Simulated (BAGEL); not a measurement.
# CH4AlFS (SMILES [CH3][Al]([F])[SH]) at B3LYP/cc-pVDZ (density fitting with qzvpp-jkfit)

What is the energy change on altering one bond length of CH4AlFS at B3LYP/cc-pVDZ (density fitting with qzvpp-jkfit)? 

The calculation is run with BAGEL 1.2.2.

5 further runs of the same task are left out: 2 that didn't finish, 3 set aside as unsound or not needed. Runs told in other sessions of the task aren't counted.

## 1. Starting point

CH4AlFS has 8 atoms, charge 0, and is taken as a singlet. SMILES: `[CH3][Al]([F])[SH]`. Geometry: relaxed at PBE0-D4/def2-TZVP. This is one conformer, not always the lowest.

Bond lengths: C1–Al2 1.934 Å, Al2–F3 1.650 Å, Al2–S4 2.176 Å, C1–H5 1.092 Å, C1–H6 1.094 Å, C1–H7 1.094 Å, S4–H8 1.344 Å. Angles: C1–Al2–F3 120.1°, C1–Al2–S4 125.7°, F3–Al2–S4 114.2°, Al2–C1–H5 112.6°, Al2–C1–H6 110.4°, Al2–C1–H7 110.5°, Al2–S4–H8 92.4°, H5–C1–H6 108.1°, H5–C1–H7 108.2°, H6–C1–H7 106.9°.

## 2. A single-point energy at B3LYP/cc-pVDZ (density fitting with qzvpp-jkfit)

File input.json:

```json
{ "bagel" : [

{
  "title" : "molecule",
  "basis" : "cc-pvdz.json",
  "df_basis" : "qzvpp-jkfit",
  "angstrom" : "true",
  "geometry" : [
    { "atom" : "C", "xyz" : [      -0.164800,       1.144700,      -0.030300 ] },
    { "atom" : "Al", "xyz" : [       0.702600,      -0.583900,      -0.058200 ] },
    { "atom" : "F", "xyz" : [       2.341300,      -0.684100,      -0.222200 ] },
    { "atom" : "S", "xyz" : [      -0.295900,      -2.510100,       0.113800 ] },
    { "atom" : "H", "xyz" : [      -1.250400,       1.067300,       0.056300 ] },
    { "atom" : "H", "xyz" : [       0.201100,       1.741800,       0.810100 ] },
    { "atom" : "H", "xyz" : [       0.065400,       1.703100,      -0.942200 ] },
    { "atom" : "H", "xyz" : [      -1.507100,      -1.935800,       0.216800 ] }
  ]
},

{ "title" : "ks", "xc_func" : "b3lyp" },

{ "title" : "print", "file" : "orbitals.molden", "orbitals" : "true" }

]}
```

The basis set cc-pVDZ is read from a file made from the Basis Set Exchange's data (not shown).

Launch:

```bash
$ BAGEL_NUM_THREADS=1 BAGEL input.json > input.out
```

Standard output, shortened:

```text
* using 1 threads per process

  ===============================================================
  ===============================================================

  *** Geometry ***

  { "atom" : "C", "xyz" : [     -0.311427,      2.163169,     -0.057259 ] },
  { "atom" : "Al", "xyz" : [      1.327722,     -1.103411,     -0.109982 ] },
  { "atom" : "F", "xyz" : [      4.424416,     -1.292762,     -0.419897 ] },
  { "atom" : "S", "xyz" : [     -0.559170,     -4.743402,      0.215051 ] },
  { "atom" : "H", "xyz" : [     -2.362914,      2.016905,      0.106392 ] },
  { "atom" : "H", "xyz" : [      0.380024,      3.291525,      1.530867 ] },
  { "atom" : "H", "xyz" : [      0.123588,      3.218393,     -1.780500 ] },
  { "atom" : "H", "xyz" : [     -2.848006,     -3.658132,      0.409693 ] },

  Number of auxiliary basis functions:      480

  Since a DF basis is specified, we compute 2- and 3-index integrals:
    o Being stored without compression. Storage requirement is 0.027 GB

  Number of basis functions:       84
  Number of electrons      :       48

    * METHOD: MOLECULE                             0.24

  *** Kohn-Sham DFT ***

    * Removing 14134 points whose weight is below 1.00e-10
    * Grid points: 105114

  === Nuclear Repulsion ===
   195.5365090362

       - DIIS with orbital gradients will be used.

  === KS iteration (b3lyp / cc-pvdz.json) ===
      0       -752.81811964          0.08489514           0.35
      1       -690.28685052          0.16115118           0.32
      2       -708.39591350          0.09765065           0.33
      3       -727.06763935          0.18051557           0.33
      4       -748.77219136          0.14606696           0.33
      5       -764.78313841          0.13834473           0.33
      6       -762.69918582          0.15626723           0.33
      7       -730.20165452          0.21081064           0.33
      8       -747.84870540          0.08358757           0.33
      9       -740.87948940          0.17968399           0.33
     10       -747.50545805          0.21365020           0.33
     11       -742.46697711          0.18377429           0.33
     12       -730.17431360          0.15994076           0.33
     13       -739.45064466          0.19821376           0.33
     14       -741.27175837          0.10784355           0.32
     15       -763.06512564          0.13705222           0.33
     16       -757.19566371          0.15452359           0.33
     17       -761.92881792          0.13267844           0.33
     18       -759.43168288          0.12593621           0.33
     19       -761.78744135          0.11822696           0.33
     20       -733.87037405          0.22115797           0.33
     21       -758.72775219          0.07384010           0.32
     22       -745.66157274          0.21077278           0.34
     23       -745.89584804          0.17380448           0.36
     24       -752.30370239          0.18022634           0.35
     25       -723.37702768          0.24769233           0.36
     26       -733.51260591          0.21300567           0.35
[... 9 lines of this table left out ...]
     36       -780.92446772          0.01595180           0.35
     37       -781.10901669          0.00624020           0.35
     38       -781.13970103          0.00240844           0.36
     39       -781.14383847          0.00049653           0.35
     40       -781.14399030          0.00015783           0.35
     41       -781.14400015          0.00007596           0.35
     42       -781.14400346          0.00000635           0.35
     43       -781.14400349          0.00000229           0.36
     44       -781.14400349          0.00000058           0.36
     45       -781.14400349          0.00000018           0.35
     46       -781.14400349          0.00000004           0.35
     47       -781.14400349          0.00000002           0.36
     48       -781.14400349          0.00000001           0.36
    * SCF iteration converged.

    * Permanent dipole moment:
           (    0.841344,    -0.671467,    -0.062238) a.u.

    * METHOD: KS                                  17.41

    * METHOD: PRINT                                0.02

  ===============================================================
```

Run time: 18 s. Hardware: 1 thread of Arm Neoverse V1, shared host; peak memory 0.43 GiB.

## 3. The distorted shape, same level

File dft.json:

```json
{ "bagel" : [

{
  "title" : "molecule",
  "basis" : "cc-pvdz.json",
  "df_basis" : "qzvpp-jkfit",
  "angstrom" : true,
  "geometry" : [
    { "atom" : "C", "xyz" : [       0.804128,       0.685275,      -0.112697 ] },
    { "atom" : "Al", "xyz" : [       1.671528,      -1.043325,      -0.140597 ] },
    { "atom" : "F", "xyz" : [       3.310228,      -1.143525,      -0.304597 ] },
    { "atom" : "S", "xyz" : [       0.673028,      -2.969525,       0.031403 ] },
    { "atom" : "H", "xyz" : [      -0.281472,       0.607875,      -0.026097 ] },
    { "atom" : "H", "xyz" : [       1.170028,       1.282375,       0.727703 ] },
    { "atom" : "H", "xyz" : [       1.034328,       1.243675,      -1.024597 ] },
    { "atom" : "H", "xyz" : [      -1.507100,      -1.935800,       0.216800 ] }
  ]
},

{ "title" : "ks", "xc_func" : "b3lyp" },

{ "title" : "print", "file" : "orbitals.molden", "orbitals" : true }

]}
```

The basis set cc-pVDZ is read from a file made from the Basis Set Exchange's data (not shown).

Launch:

```bash
$ BAGEL_NUM_THREADS=1 BAGEL dft.json > dft.out
```

Standard output:

```text
* using 1 threads per process

  ===============================================================
  ===============================================================

  *** Geometry ***

  { "atom" : "C", "xyz" : [      1.519582,      1.294982,     -0.212966 ] },
  { "atom" : "Al", "xyz" : [      3.158730,     -1.971599,     -0.265690 ] },
  { "atom" : "F", "xyz" : [      6.255424,     -2.160949,     -0.575605 ] },
  { "atom" : "S", "xyz" : [      1.271839,     -5.611589,      0.059343 ] },
  { "atom" : "H", "xyz" : [     -0.531905,      1.148717,     -0.049316 ] },
  { "atom" : "H", "xyz" : [      2.211032,      2.423338,      1.375159 ] },
  { "atom" : "H", "xyz" : [      1.954597,      2.350205,     -1.936208 ] },
  { "atom" : "H", "xyz" : [     -2.848006,     -3.658132,      0.409693 ] },

  Number of auxiliary basis functions:      480

  Since a DF basis is specified, we compute 2- and 3-index integrals:
    o Being stored without compression. Storage requirement is 0.027 GB

  Number of basis functions:       84
  Number of electrons      :       48

    * METHOD: MOLECULE                             0.24

  *** Kohn-Sham DFT ***

    * Removing 13494 points whose weight is below 1.00e-10
    * Grid points: 105754

  === Nuclear Repulsion ===
   191.9345050444

       - DIIS with orbital gradients will be used.

  === KS iteration (b3lyp / cc-pvdz.json) ===
      0       -752.74278194          0.08310951           0.40
      1       -676.17053547          0.21244143           0.36
      2       -702.46965036          0.15591800           0.36
      3       -757.89647430          0.16637631           0.36
      4       -777.14292014          0.06326727           0.36
      5       -763.13891143          0.11997685           0.35
      6       -780.50602744          0.01676884           0.35
      7       -780.30233922          0.02302997           0.37
      8       -781.00452958          0.00353425           0.37
      9       -781.00901084          0.00329057           0.36
     10       -781.01515147          0.00191179           0.38
     11       -781.01526423          0.00186231           0.37
     12       -781.01795107          0.00074520           0.36
     13       -781.01837622          0.00007606           0.36
     14       -781.01838094          0.00002177           0.37
     15       -781.01838111          0.00001208           0.36
     16       -781.01838121          0.00000492           0.36
     17       -781.01838122          0.00000257           0.36
     18       -781.01838121          0.00000440           0.37
     19       -781.01838123          0.00000053           0.37
     20       -781.01838123          0.00000028           0.36
     21       -781.01838123          0.00000005           0.35
     22       -781.01838123          0.00000003           0.35
     23       -781.01838123          0.00000001           0.35
     24       -781.01838123          0.00000001           0.35
    * SCF iteration converged.

    * Permanent dipole moment:
           (    0.683087,    -0.620495,    -0.048027) a.u.

    * METHOD: KS                                   9.72

    * METHOD: PRINT                                0.02

  ===============================================================
```

Run time: 10 s. Hardware: 1 thread of Arm Neoverse V1, shared host; peak memory 0.43 GiB.

## 4. What came out

At B3LYP/cc-pVDZ (density fitting with qzvpp-jkfit):

| quantity | value |
| --- | --- |
| first shape: total energy | -781.14400 Eh |
| first shape: dipole moment | 2.74 D |
| first shape: HOMO energy | -7.45 eV |
| first shape: LUMO energy | -0.52 eV |
| first shape: HOMO–LUMO gap | 6.94 eV |
| distorted shape: total energy | -781.01838 Eh |
| distorted shape: dipole moment | 2.35 D |
| distorted shape: HOMO energy | -7.53 eV |
| distorted shape: LUMO energy | -4.75 eV |
| distorted shape: HOMO–LUMO gap | 2.79 eV |
| energy change with the S4–H8 bond stretched from 1.344 to 2.420 Å | 3.418 eV |

In words: With the S4–H8 bond stretched from 1.344 to 2.420 Å the energy rises by 3.42 eV (79 kcal/mol). The first shape isn't relaxed at this level, so the change isn't measured from a minimum. A restricted reference can't describe the breaking bond well at this length.
